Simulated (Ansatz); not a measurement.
**ZrMoC2 (R-3m): test of the smearing width from a Python script**

A script is to give a test of the smearing width; the system is ZrMoC2 (R-3m).

Program: Ansatz 0.2.0, driven from Python. Level of theory: DFT r2SCAN, plane waves, PAW. These are calculated values, not measurements.

### 1 The structure

The structure is trigonal, space group R-3m (No. 166). Conventional cell: a = 3.201 Å, b = 3.201 Å, c = 15.757 Å, α = 90.00°, β = 90.00°, γ = 120.00°. Around Zr (site symmetry -3m) lie 6 C at 2.32 Å. Mo (site symmetry -3m) is surrounded by 6 C at 2.22 Å. C (site symmetry 3m) has 3 Mo at 2.22 Å and 3 Zr at 2.32 Å as nearest neighbours.

No structure file is read: the coordinates are typed or built in the script.

### 2 The script

The input, zrmoc2.py:

```python
'''How the energy of ZrMoC2 depends on the smearing.'''

import warnings

import ansatz as az
import matplotlib.pyplot as plt

MESH = (9, 9, 9)

warnings.simplefilter('ignore', az.DeckWarning)

cell = (
    az.Lattice.of((1.60072, 0.92418, 5.25235), (-1.60072, 0.92418, 5.25235), (0.0, -1.84835, 5.25235))
    .atom('Zr', (0.5, 0.5, 0.5))
    .atom('Mo', (0.0, 0.0, 0.0))
    .atom('C', (0.25564, 0.25564, 0.25564))
    .atom('C', (0.74436, 0.74436, 0.74436))
)

model = (
    cell.calculation()
    .functional(az.Functional.R2SCAN)
    .pseudopotentials('paw')
    .basis(23 * az.Ha)
    .kpoints(mesh=MESH)
)

rows = []
for value in [0.25, 0.15, 0.1, 0.05, 0.025]:
    data = model.occupations('fermi_dirac', width=value).run(threads=1, pin='off').report
    rows.append((value, data['free_energy_ev'] / len(data['lattice']['sites']), data['n_iterations'], data['n_kpoints']))

print('  width (eV)   F/atom (eV)    iterations      k-points')
for row in rows:
    print(f'{str(row[0]):>12s}  {row[1]:12.5f}  {row[2]:12d}  {row[3]:12d}')

# differences from the last row
for row in rows[:-1]:
    shift = 1000 * (row[1] - rows[-1][1])
    print(f'{row[0]}: {shift:+.2f} meV/atom' + ('  (within 2 meV)' if abs(shift) < 2 else ''))
plt.figure(figsize=(4.5, 3))
plt.plot([str(row[0]) for row in rows], [1000 * (row[1] - rows[-1][1]) for row in rows], 'o-')
plt.xlabel('width (eV)')
plt.ylabel('F - F(last) (meV/atom)')
plt.tight_layout()
plt.savefig('smear.png', dpi=100)
```

### 3 What the engine is handed

The package turns the script's settings into the engine's input (first run):

```yaml
crystal:
  lattice:
    - [1.60072, 0.92418, 5.25235]
    - [-1.60072, 0.92418, 5.25235]
    - [0.0, -1.84835, 5.25235]
  atoms:
    - { symbol: Zr, position: [0.5, 0.5, 0.5] }
    - { symbol: Mo, position: [0.0, 0.0, 0.0] }
    - { symbol: C, position: [0.25564, 0.25564, 0.25564] }
    - { symbol: C, position: [0.74436, 0.74436, 0.74436] }
basis:
  ecutwfc: 625.861883657724
kpoints:
  mp_grid:
    grid: [9, 9, 9]
hamiltonian:
  xc: r2scan
  pseudopotentials:
    kind: paw
scf:
  occupations:
    method: fermi_dirac
    width: 0.25
```

### 4 The run

The run is started by

```
> python zrmoc2.py
```

The program printed:

```text
  width (eV)   F/atom (eV)    iterations      k-points
        0.25   -2417.01228             8            85
        0.15   -2416.98977             8            85
         0.1   -2416.98308             8            85
        0.05   -2416.97896             8            85
       0.025   -2416.97783             8            85
0.25: -34.46 meV/atom
0.15: -11.95 meV/atom
0.1: -5.26 meV/atom
0.05: -1.14 meV/atom  (within 2 meV)
```

It took 82 s on 1 thread of Arm Neoverse V1, shared host; peak memory 0.65 GiB.

### 5 Inputs of later runs

The engine's inputs for some of the other runs:

Run 2, against run 1:

```diff
@@ -23 +23 @@
-    width: 0.25
+    width: 0.15
```

Run 4, against run 1:

```diff
@@ -23 +23 @@
-    width: 0.25
+    width: 0.05
```

Run 5, against run 1:

```diff
@@ -23 +23 @@
-    width: 0.25
+    width: 0.025
```

### 6 The runs side by side

One row for each of the 5 runs:

| run | width (eV) | energy from run 5 (meV/atom) | the same at zero width (meV/atom) | SCF cycles | CPU time (s) |
| --- | --- | --- | --- | --- | --- |
| 1 | 0.25 | -34.46 | 1.70 | 8 | 16 |
| 2 | 0.15 | -11.95 | -0.24 | 8 | 15 |
| 3 | 0.1 | -5.26 | -0.31 | 8 | 19 |
| 4 | 0.05 | -1.14 | -0.11 | 8 | 14 |
| 5 | 0.025 | 0.00 | 0.00 | 8 | 15 |

Energies are free energies F = E - TS of the smeared occupations. 

### 7 What came out

| quantity | value |
| --- | --- |
| runs compared | 5 |
| last run but one, from the last | -1.14 meV/atom |
| within 5 meV/atom of the last run from | 0.05 |

Going from 0.025 to 0.25 eV changes F by -34.5 meV an atom. With this scheme F falls roughly as the square of the width; the report's estimate for zero width (energy_sigma0_ev) moves by only +1.7 meV. What to keep in mind:
- For a metal this k-point mesh is coarse: on a finer one energies can move by several to tens of meV an atom and pressures by half a GPa or more, differences at one mesh by less.
- The smearing is wide enough that free energy and stress hold a thermal part of the electrons.
- The narrowest width needs the finest mesh, so the last row is no converged reference.
- This cell is a computed structure, which may not be the phase found in nature.
